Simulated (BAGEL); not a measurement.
# CH3BrMgO (SMILES C[O][Mg][Br]): HF/3-21G (density fitting with qzvpp-jkfit)

What is the energy change on altering one bond length of CH3BrMgO at HF/3-21G (density fitting with qzvpp-jkfit)? 

The results are computed with BAGEL 1.2.2.

11 further runs of the same task are left out: 10 that didn't finish, 1 set aside as unsound or not needed. Runs told in other sessions of the task aren't counted.

**1. The system as given**

CH3BrMgO: 7 atoms, total charge 0, spin state singlet. As SMILES, `C[O][Mg][Br]`. The shape is that of a PBE0-D4/def2-TZVP optimisation.

Bond lengths: C1–O2 1.378 Å, O2–Mg3 1.749 Å, Mg3–Br4 2.326 Å, C1–H5 1.099 Å, C1–H6 1.099 Å, C1–H7 1.099 Å. Angles: C1–O2–Mg3 180.0°, O2–Mg3–Br4 180.0°, O2–C1–H5 111.6°, O2–C1–H6 111.6°, O2–C1–H7 111.6°, H5–C1–H6 107.2°, H5–C1–H7 107.2°, H6–C1–H7 107.2°.

**2. A single-point energy at HF/3-21G (density fitting with qzvpp-jkfit)**

Contents of input.json:

```json
{ "bagel": [

{
  "title": "molecule",
  "basis": "3-21g",
  "df_basis": "qzvpp-jkfit",
  "angstrom": true,
  "geometry": [
    { "atom": "C", "xyz": [       0.743100,       0.986200,       0.163300 ] },
    { "atom": "O", "xyz": [      -0.067000,      -0.112600,      -0.024100 ] },
    { "atom": "Mg", "xyz": [      -1.095300,      -1.507000,      -0.261900 ] },
    { "atom": "Br", "xyz": [      -2.462800,      -3.361600,      -0.578200 ] },
    { "atom": "H", "xyz": [       0.896700,       1.540300,      -0.773100 ] },
    { "atom": "H", "xyz": [       0.311300,       1.688200,       0.890100 ] },
    { "atom": "H", "xyz": [       1.735200,       0.698600,       0.538100 ] }
  ]
},

{ "title": "hf" },

{ "title": "print", "file": "orbitals.molden", "orbitals": true }

]}
```

Run with:

```
$ BAGEL_NUM_THREADS=1 BAGEL input.json > input.out
```

The program printed:

```text
* using 1 threads per process

  ===============================================================
  ===============================================================

  *** Geometry ***

  { "atom" : "C", "xyz" : [      1.404255,      1.863648,      0.308592 ] },
  { "atom" : "O", "xyz" : [     -0.126612,     -0.212783,     -0.045542 ] },
  { "atom" : "Mg", "xyz" : [     -2.069817,     -2.847817,     -0.494919 ] },
  { "atom" : "Br", "xyz" : [     -4.654018,     -6.352503,     -1.092640 ] },
  { "atom" : "H", "xyz" : [      1.694517,      2.910745,     -1.460947 ] },
  { "atom" : "H", "xyz" : [      0.588272,      3.190236,      1.682045 ] },
  { "atom" : "H", "xyz" : [      3.279053,      1.320163,      1.016862 ] },

  Number of auxiliary basis functions:      584

  Since a DF basis is specified, we compute 2- and 3-index integrals:
    o Being stored without compression. Storage requirement is 0.016 GB

  Number of basis functions:       59
  Number of electrons      :       64

    * METHOD: MOLECULE                             0.29

  *** RHF ***

  === Nuclear Repulsion ===
   242.2434186595

      * DIIS with orbital gradients will be used.

  === RHF iteration (3-21g) ===
      0      -2872.34450185          0.02133220           0.09
      1      -2872.43020196          0.01419003           0.09
      2      -2872.47480173          0.00116579           0.09
      3      -2872.47537786          0.00020961           0.09
      4      -2872.47540977          0.00004918           0.09
      5      -2872.47541243          0.00001440           0.09
      6      -2872.47541267          0.00000427           0.09
      7      -2872.47541268          0.00000094           0.09
      8      -2872.47541268          0.00000035           0.09
      9      -2872.47541268          0.00000014           0.09
     10      -2872.47541268          0.00000003           0.09
     11      -2872.47541268          0.00000001           0.09
    * SCF iteration converged.

    * Permanent dipole moment:
           (   -0.611058,    -0.828982,    -0.141396) a.u.

    * METHOD: HF                                   1.27

    * METHOD: PRINT                                0.01

  ===============================================================
```

It took 1.7 s on 1 thread of Arm Neoverse V1, shared host; peak memory 0.11 GiB.

**3. The distorted shape**

Contents of hf.json:

```json
{ "bagel" : [

{
  "title" : "molecule",
  "basis" : "3-21g",
  "df_basis" : "qzvpp-jkfit",
  "angstrom" : true,
  "geometry" : [
    { "atom" : "C", "xyz" : [       1.426852,       1.913503,       0.321451 ] },
    { "atom" : "O", "xyz" : [       0.616752,       0.814703,       0.134051 ] },
    { "atom" : "Mg", "xyz" : [      -0.411548,      -0.579697,      -0.103749 ] },
    { "atom" : "Br", "xyz" : [      -2.462800,      -3.361600,      -0.578200 ] },
    { "atom" : "H", "xyz" : [       1.580452,       2.467603,      -0.614949 ] },
    { "atom" : "H", "xyz" : [       0.995052,       2.615503,       1.048251 ] },
    { "atom" : "H", "xyz" : [       2.418952,       1.625903,       0.696251 ] }
  ]
},

{
  "title" : "hf"
},

{
  "title" : "print",
  "file" : "orbitals.molden",
  "orbitals" : true
}

]}
```

Run with:

```
$ BAGEL_NUM_THREADS=1 BAGEL hf.json > hf.out
```

The program printed:

```text
* using 1 threads per process

  ===============================================================
  ===============================================================

  *** Geometry ***

  { "atom" : "C", "xyz" : [      2.696360,      3.615997,      0.607454 ] },
  { "atom" : "O", "xyz" : [      1.165492,      1.539566,      0.253320 ] },
  { "atom" : "Mg", "xyz" : [     -0.777713,     -1.095469,     -0.196057 ] },
  { "atom" : "Br", "xyz" : [     -4.654018,     -6.352503,     -1.092640 ] },
  { "atom" : "H", "xyz" : [      2.986621,      4.663094,     -1.162085 ] },
  { "atom" : "H", "xyz" : [      1.880376,      4.942584,      1.980907 ] },
  { "atom" : "H", "xyz" : [      4.571157,      3.072511,      1.315724 ] },

  Number of auxiliary basis functions:      584

  Since a DF basis is specified, we compute 2- and 3-index integrals:
    o Being stored without compression. Storage requirement is 0.016 GB

  Number of basis functions:       59
  Number of electrons      :       64

    * METHOD: MOLECULE                             0.28

  *** RHF ***

  === Nuclear Repulsion ===
   197.2212556855

      * DIIS with orbital gradients will be used.

  === RHF iteration (3-21g) ===
      0      -2872.23931086          0.02134409           0.09
      1      -2872.34779986          0.01427721           0.09
      2      -2872.39457073          0.00129728           0.09
      3      -2872.39559635          0.00035539           0.09
      4      -2872.39572289          0.00010098           0.09
      5      -2872.39574156          0.00002666           0.09
      6      -2872.39574283          0.00000530           0.09
      7      -2872.39574286          0.00000149           0.08
      8      -2872.39574286          0.00000044           0.09
      9      -2872.39574286          0.00000021           0.09
     10      -2872.39574286          0.00000007           0.09
     11      -2872.39574286          0.00000001           0.09
     12      -2872.39574286          0.00000000           0.09
    * SCF iteration converged.

    * Permanent dipole moment:
           (   -1.616659,    -2.192767,    -0.373988) a.u.

    * METHOD: HF                                   1.35

    * METHOD: PRINT                                0.01

  ===============================================================
```

It took 1.8 s on 1 thread of Arm Neoverse V1, shared host; peak memory 0.11 GiB.

**4. Outcome**

At HF/3-21G (density fitting with qzvpp-jkfit):

```
                                                           quantity           value
                                          first shape: total energy  -2872.47541 Eh
                                         first shape: dipole moment          2.64 D
                                           first shape: HOMO energy       -10.49 eV
                                           first shape: LUMO energy         1.22 eV
                                         first shape: HOMO–LUMO gap        11.71 eV
                                      distorted shape: total energy  -2872.39574 Eh
                                     distorted shape: dipole moment          6.99 D
                                       distorted shape: HOMO energy        -8.95 eV
                                       distorted shape: LUMO energy        -0.77 eV
                                     distorted shape: HOMO–LUMO gap         8.18 eV
energy change with the Mg3–Br4 bond stretched from 2.326 to 3.489 Å        2.168 eV
```

With the Mg3–Br4 bond stretched from 2.326 to 3.489 Å the energy rises by 2.17 eV (50 kcal/mol). The first shape isn't relaxed at this level, so the change isn't measured from a minimum.
